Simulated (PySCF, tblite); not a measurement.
# C₂H₈NSi₂ radical: geometry, infrared bands and EPR parameters

Aim: predict the infrared bands and EPR parameters of C₂H₈NSi₂ radical (`[H]/N=[C]/[SiH2]C[SiH3]`).

Programs: tblite 0.8.0 and PySCF 2.14.0, with density-fitted response routines of our own. Each step states its level of theory. These are calculated values for one molecule in the gas phase, unless marked as measured. Atoms count from 0, in the outputs and in this text.

### 1 The molecule as given

13 atoms, charge 0, multiplicity 2; geometry from: force field or distance geometry start.

Bonds of the start (Å): N0–C1 1.29, C1–Si2 1.84, Si2–C3 1.85, C3–Si4 1.82, N0–H5 1.03, Si2–H6 1.46, Si2–H7 1.47, C3–H8 1.14, C3–H9 1.11, Si4–H10 1.49, Si4–H11 1.44, Si4–H12 1.49.

### 2 Relaxing the molecule with GFN2-xTB

The job: settings as JSON, then the geometry in Å.

```
{"job": {"kind": "relax", "xc": "GFN2-xTB", "basis": "xTB"}, "charge": 0, "multiplicity": 2}
N      2.024700     0.733900     0.823300
C      1.910500     0.195700    -0.341500
Si     0.761000    -1.243300    -0.415600
C     -0.974300    -0.715700    -0.071100
Si    -1.287700     1.076800    -0.023400
H      2.628000     1.546000     1.007400
H      1.209900    -2.168400     0.625400
H      0.925700    -1.935800    -1.700000
H     -1.216100    -1.124100     0.965100
H     -1.626600    -1.186300    -0.842100
H     -2.298900     1.415100    -1.061400
H     -0.148100     1.923600    -0.253900
H     -1.912600     1.482800     1.269900
```

Launch:

```sh
> OMP_NUM_THREADS=1 python probes_run.py task.json out
```

The driver reads the jobs from task.json and runs them one after another.

The log of the run:

```text
step      E/eV     max force
  0    -397.24230    4.230
  1    -397.42833    5.091
  2    -397.55750    0.871
  3    -397.58088    0.408
  4    -397.61960    0.843
  5    -397.63666    0.727
  6    -397.64725    0.300
  7    -397.65363    0.257
  8    -397.66490    0.520
  9    -397.68277    0.839
 10    -397.70791    1.067
 11    -397.73515    0.886
 12    -397.75858    0.281
 13    -397.77029    0.295
 14    -397.78360    0.367
 15    -397.79515    0.394
 16    -397.81216    0.381
 17    -397.82202    0.252
 18    -397.82626    0.179
 19    -397.82869    0.153
 20    -397.83239    0.179
 21    -397.83649    0.239
 22    -397.84067    0.171
 23    -397.84313    0.152
 24    -397.84438    0.114
 25    -397.84564    0.125
 26    -397.84737    0.144
 27    -397.84873    0.102
 28    -397.84955    0.079
 29    -397.85009    0.070
 30    -397.85069    0.100
 31    -397.85148    0.149
 32    -397.85230    0.140
 33    -397.85297    0.100
 34    -397.85356    0.074
 35    -397.85423    0.093
 36    -397.85496    0.112
 37    -397.85561    0.085
 38    -397.85615    0.101
 39    -397.85672    0.085
 40    -397.85751    0.106
 41    -397.85855    0.140
 42    -397.85962    0.113
 43    -397.86044    0.090
 44    -397.86110    0.078
 45    -397.86151    0.053
 46    -397.86178    0.054
 47    -397.86205    0.060
 48    -397.86245    0.071
 49    -397.86302    0.102
 50    -397.86367    0.108
 51    -397.86417    0.099
 52    -397.86446    0.041
 53    -397.86464    0.070
 54    -397.86484    0.060
 55    -397.86503    0.083
 56    -397.86527    0.071
 57    -397.86549    0.065
 58    -397.86578    0.048
 59    -397.86599    0.031
 60    -397.86614    0.028
 61    -397.86625    0.036
 62    -397.86643    0.044
 63    -397.86669    0.042
 64    -397.86695    0.033
 65    -397.86710    0.029
 66    -397.86720    0.025
 67    -397.86732    0.028
 68    -397.86752    0.042
 69    -397.86787    0.051
 70    -397.86829    0.069
 71    -397.86861    0.069
 72    -397.86884    0.043
 73    -397.86897    0.039
 74    -397.86912    0.043
 75    -397.86951    0.091
 76    -397.87034    0.136
 77    -397.87170    0.156
 78    -397.87293    0.108
 79    -397.87418    0.087
 80    -397.87541    0.074
 81    -397.87527    0.174
 82    -397.87705    0.072
 83    -397.87806    0.071
 84    -397.88083    0.159
 85    -397.88380    0.134
 86    -397.88694    0.120
 87    -397.88776    0.180
 88    -397.89018    0.105
 89    -397.89141    0.113
 90    -397.89397    0.126
 91    -397.89525    0.105
 92    -397.89727    0.107
 93    -397.90121    0.141
 94    -397.90252    0.116
 95    -397.90336    0.084
 96    -397.90405    0.072
 97    -397.90467    0.093
 98    -397.90512    0.049
 99    -397.90554    0.042
100    -397.90597    0.091
101    -397.90644    0.066
102    -397.90686    0.052
103    -397.90709    0.032
104    -397.90723    0.029
105    -397.90749    0.036
106    -397.90789    0.087
107    -397.90857    0.121
108    -397.90947    0.153
109    -397.91034    0.105
110    -397.91095    0.090
111    -397.91154    0.065
112    -397.91212    0.091
113    -397.91293    0.136
114    -397.91360    0.162
115    -397.91491    0.191
116    -397.91728    0.193
117    -397.92076    0.264
118    -397.91447    0.390
119    -397.92727    0.126
120    -397.92997    0.124
121    -397.92855    0.359
122    -397.93382    0.084
123    -397.93526    0.064
124    -397.93390    0.316
125    -397.93790    0.065
126    -397.93872    0.061
127    -397.93987    0.101
128    -397.94043    0.056
129    -397.94088    0.036
130    -397.94136    0.048
131    -397.94162    0.045
132    -397.94184    0.055
133    -397.94208    0.034
134    -397.94225    0.022
135    -397.94234    0.026
136    -397.94239    0.017
137    -397.94243    0.020
138    -397.94246    0.015
139    -397.94249    0.013
140    -397.94251    0.012
141    -397.94253    0.013
142    -397.94255    0.016
143    -397.94257    0.016
144    -397.94259    0.012
145    -397.94260    0.008
```

It took 1.7 s on 1 thread of AMD EPYC, shared host.

Relaxation path: (not every step is listed)

```
step  energy from step 0 (eV)  largest force (eV/Å)
   0                   0.0000                4.2297
   1                  -0.1860                5.0914
   2                  -0.3152                0.8709
   3                  -0.3386                0.4078
   4                  -0.3773                0.8430
   5                  -0.3944                0.7271
   6                  -0.4049                0.3002
   7                  -0.4113                0.2566
   8                  -0.4226                0.5203
  21                  -0.5942                0.2385
  34                  -0.6113                0.0738
  47                  -0.6198                0.0604
  60                  -0.6238                0.0276
  73                  -0.6267                0.0392
  86                  -0.6446                0.1198
  99                  -0.6632                0.0416
 112                  -0.6698                0.0908
 125                  -0.6956                0.0650
 138                  -0.7002                0.0149
 140                  -0.7002                0.0115
 141                  -0.7002                0.0134
 142                  -0.7002                0.0156
 143                  -0.7003                0.0164
 144                  -0.7003                0.0124
 145                  -0.7003                0.0083
```

Close pairs (by a distance rule), those that changed most:

```
   bond  before (Å)  after (Å)  change (Å)
 C3–Si4       1.820      1.897      +0.076
  N0–C1       1.288      1.223      -0.066
 Si2–C3       1.846      1.905      +0.059
  C3–H8       1.140      1.091      -0.049
Si4–H12       1.493      1.465      -0.028
Si4–H11       1.438      1.464      +0.026
  C3–H9       1.114      1.090      -0.024
Si4–H10       1.488      1.468      -0.020
```

The next job starts from the end point, and lists it.

### 3 Infrared spectrum with GFN2-xTB

The job: settings as JSON, then the geometry in Å.

```
{"job": {"kind": "ir", "xc": "GFN2-xTB", "basis": "xTB"}, "charge": 0, "multiplicity": 2}
N      2.617477     0.397747     1.333679
C      1.783684     0.269341     0.448688
Si     0.852571    -1.089688    -0.396980
C     -0.964049    -0.710665     0.032572
Si    -1.576788     1.040134    -0.363694
H      2.980597     1.293744     1.643231
H      1.116266    -2.506726    -0.088992
H      1.141898    -0.853011    -1.816619
H     -1.128814    -0.909555     1.092279
H     -1.584823    -1.427972    -0.504986
H     -3.005136     1.143757    -0.042063
H     -1.389522     1.323232    -1.787940
H     -0.847749     2.030147     0.433098
```

The log of the run:

```text
mode    cm-1     km/mol
  1      28.9      0.38
  2      78.0      0.13
  3     120.3      0.12
  4     158.1      0.73
  5     211.2      2.25
  6     256.2      7.44
  7     463.5     84.45
  8     491.6     18.17
  9     512.9     48.64
 10     514.0      6.22
 11     573.3     47.29
 12     641.5      6.29
 13     666.5     77.70
 14     704.4    118.99
 15     745.9    263.06
 16     789.4    307.81
 17     794.9    249.77
 18     803.3    400.81
 19     815.6    220.84
 20     828.8     73.13
 21    1004.9    150.86
 22    1030.7      4.60
 23    1144.7     65.05
 24    1463.5      0.19
 25    1915.7    128.81
 26    2144.2    372.19
 27    2215.8    108.78
 28    2223.5    455.33
 29    2244.7    330.93
 30    2255.4    323.96
 31    2968.1     51.08
 32    2981.1     23.69
 33    3274.1     17.24
```

Run time: 0.74 s. Hardware: 1 thread of AMD EPYC, shared host.

Which atoms move in the most intense modes:

```
cm⁻¹  km/mol                                 atoms
 746   263.1  Si2 19 %, H6 16 %, H12 16 %, C3 14 %
 789   307.8          H11 51 %, H12 25 %, H10 11 %
 795   249.8          H10 32 %, H12 25 %, H11 21 %
 803   400.8          H10 40 %, H12 31 %, Si4 11 %
2144   372.2                               H6 93 %
2224   455.3                              H10 88 %
2245   330.9                              H12 90 %
2255   324.0                              H11 91 %
```

### 4 g tensor and hyperfine couplings: B3LYP/pcH-1

The job, as its differences from that of step 3:

```diff
@@ -1,2 +1,2 @@
-{"job": {"kind": "ir", "xc": "GFN2-xTB", "basis": "xTB"}, "charge": 0, "multiplicity": 2}
+{"job": {"kind": "epr", "basis": "pcH-1"}, "charge": 0, "multiplicity": 2}
 N      2.617477     0.397747     1.333679
```

Level: UKS B3LYP, pcH-1 on C H N Si, non-relativistic, mean-field spin-orbit, GIAO.

The log of the run:

```text
UKS, coarse grid
  cycle   1  E = -714.68591669  |g| = 3.32e-01
  cycle   2  E = -714.64976052  |g| = 4.16e-01
  cycle   3  E = -714.72839630  |g| = 1.01e-01
  cycle   4  E = -714.73179963  |g| = 5.30e-02
  cycle   5  E = -714.73308120  |g| = 9.39e-03
  cycle   6  E = -714.73312237  |g| = 3.03e-03
  cycle   7  E = -714.73312869  |g| = 9.36e-04
UKS, final grid
  cycle   1  E = -714.73313550  |g| = 9.53e-04
  cycle   2  E = -714.73313538  |g| = 1.30e-03
  cycle   3  E = -714.73313614  |g| = 3.40e-04
  cycle   4  E = -714.73313621  |g| = 1.58e-04
  cycle   5  E = -714.73313627  |g| = 5.75e-05
  cycle   6  E = -714.73313627  |g| = 2.43e-05
E = -714.73313627 Eh   <S^2> = 0.7528 (exact 0.7500)
g shifts (ppm)      1          2          3
  rmc          -169       -169       -169
  gc             26         14        -14
  oz_so       -4039       -163       1084
  total       -4181       -318        901
hyperfine (MHz)  atom isotope    a_iso     a_fc   dipolar eigenvalues
    0   14N      33.16      33.25    -14.93    -13.02     27.95
    1   13C     116.08     116.36    -54.47    -51.52    106.00
    2  29Si    -128.96    -129.10    -24.64      9.60     15.04
    3   13C      -1.14      -1.15     -0.62     -0.07      0.69
    4  29Si      -4.38      -4.38     -0.43      0.03      0.40
    5    1H     181.18     181.21    -15.22     -8.15     23.37
    6    1H      81.37      81.37     -3.44     -1.25      4.70
    7    1H      -5.45      -5.45     -4.13     -2.32      6.45
    8    1H       2.09       2.09     -2.02     -1.41      3.43
    9    1H      -1.35      -1.35     -1.36     -0.74      2.10
   10    1H       5.28       5.27     -0.64     -0.60      1.24
   11    1H       0.06       0.06     -1.18     -1.06      2.23
   12    1H       6.50       6.49     -2.59     -2.06      4.65
```

Wall time 88 s (1 thread of AMD EPYC, shared host); peak memory 0.77 GiB.

Principal g values 1.99814, 2.00200, 2.00322; g(iso) = 2.00112, against 2.00232 for a free electron.

Hyperfine couplings; where a row names several nuclei, a(iso) is their mean (it holds for fast rotation or exchange) and the dipolar term the largest among them:

```
       nuclei  isotope  a(iso) (MHz)  a(iso) (G, at g = 2.0023)  largest dipolar term (MHz)
           H5       1H         181.2                       64.7                        23.4
          Si2     29Si        -129.0                      -46.0                       -24.6
           C1      13C         116.1                       41.4                       106.0
       H6, H7       1H          38.0                       13.5                         6.5
           N0      14N          33.2                       11.8                        28.0
          Si4     29Si          -4.4                       -1.6                        -0.4
H10, H11, H12       1H           3.9                        1.4                         4.7
           C3      13C          -1.1                       -0.4                         0.7
       H8, H9       1H           0.4                        0.1                         3.4
```

Mulliken spin populations:

N0 0.18; C1 0.64; Si2 0.07; C3 -0.01; Si4 0.01; H5 0.06; H6 0.05; H7 0.00; H8 0.00; H9 0.00; H10 0.00; H11 0.00; H12 0.00

In first order the couplings over 0.8 MHz of 1H, 14N give 72 distinct lines over 119.6 G, if the averaged nuclei exchange fast.

The fields below are evaluated on a grid from the run's orbitals.

ELF in a plane through or near 7 of the atoms.

Ten even steps from ' ' (0.00) to '@' (1.00):
```
                                                        
                                                        
                                                        
            ..            ..++%%%%##::                  
        ::**%%##..        ==@@@@@@@@++                  
        ##@@@@@@++        ==@@@@@@@@##....--==::        
        **%%@@@@**......  ::%%@@@@@@**--##@@@@%%--      
        ==**%%==******++..  ::%%%%--..##@@@@@@@@%%..    
      --##%%##==%%##++**::    ----..::++@@@@@@@@%%..    
      --##%%%%####++****....::##%%==..++@@@@@@@@**      
      ..--====::--##%%**--####++**%%**::::==++==..      
                ::**++..::%%@@--..##++..                
                ::++==..  ##%%##%%@@@@++                
              ..##@@@@@@**----==@@@@@@@@::              
              **@@@@@@@@%%::  ..##@@@@##..              
              **@@@@@@@@@@..      ----                  
              --%%@@@@@@##..                            
                ..--++==..                              
                                                        
                                                        
```
The map spans 11.4 Å across and 9.9 Å up, centred on the molecule. Atoms in the plane (x, y in Å): N0 (-2.8, 0.9), C3 (0.8, -0.7), H5 (-3.1, 1.9), H6 (-1.4, -2.3), H9 (1.5, -1.6), H10 (3.0, 0.9), H12 (1.0, 2.0).

log10 of the density (e/Å³) in the same plane.

Ten even steps from ' ' (-4.0) to '@' (1.3):
```
                                                        
                                ..                      
                          ....::::::....                
        ..::::::::..  ....::----------::::....          
      ..----====--::::::::--====++====--::::::....      
    ..--==++****++==------==++******++======----::..    
    ::--++**####**++========++**####**++++++====::..    
    ::==++**%%%%####**++====++****##****##**++++--::..  
    ::==++**%%@@%%####**++==++****##%%######**++--::..  
    ::==++**##########**++++++**####********++==--::..  
    ..--====++++************########**++++====--::..    
      ..----====++********####@@%%##**++==----::..      
        ..::--==++****####**########**++--::....        
          ..::==++**####****++****##**==--::            
          ..::--++**%%##**++==++++++++==::..            
          ..::--==++****++==----------::..              
            ..::--==++====--::::::::....                
              ..::::----::::..                          
                ....::......                            
                                                        
```
The map spans 11.4 Å across and 9.9 Å up, centred on the molecule. Atoms in the plane (x, y in Å): N0 (-2.8, 0.9), C3 (0.8, -0.7), H5 (-3.1, 1.9), H6 (-1.4, -2.3), H9 (1.5, -1.6), H10 (3.0, 0.9), H12 (1.0, 2.0).

On the surface of density 0.002 e/bohr³ the electrostatic potential runs, from the 1st to the 99th percentile, from -1.02 V near N0 to 1.75 V near H5.

The spin density lies nearest to C1 54 %; N0 22 %; Si2 8 %; H5 7 %.

### 5 Summary of results

| quantity | value |
| --- | --- |
| strongest single infrared mode (GFN2-xTB) | 2224 cm⁻¹, 455 km/mol |
| zero-point energy (GFN2-xTB) | 53.0 kcal/mol |
| g(iso) (B3LYP) | 2.00112 |
| ⟨S²⟩ | 0.753 (exact 0.75) |
| largest a(iso) (averaged by class) | 1H on H5, 181.2 MHz |
| surface potential, 1st and 99th percentile | -1.02 V and 1.75 V |

The optimisation took 145 steps and gained 0.700 eV; among the close pairs (by a distance rule), C3–Si4 changed most, from 1.820 to 1.897 Å. All 33 modes are real, so the xTB geometry is a minimum. The strongest single mode, at 2224 cm⁻¹, moves mainly H10. GFN2-xTB is a fitted tight-binding method: band positions and strengths are rough. Its intensities can rank the bands wrongly. Most of the unpaired spin sits on C1 (0.64 e). The isotropic g lies 1.2 ppt below the free-electron value.
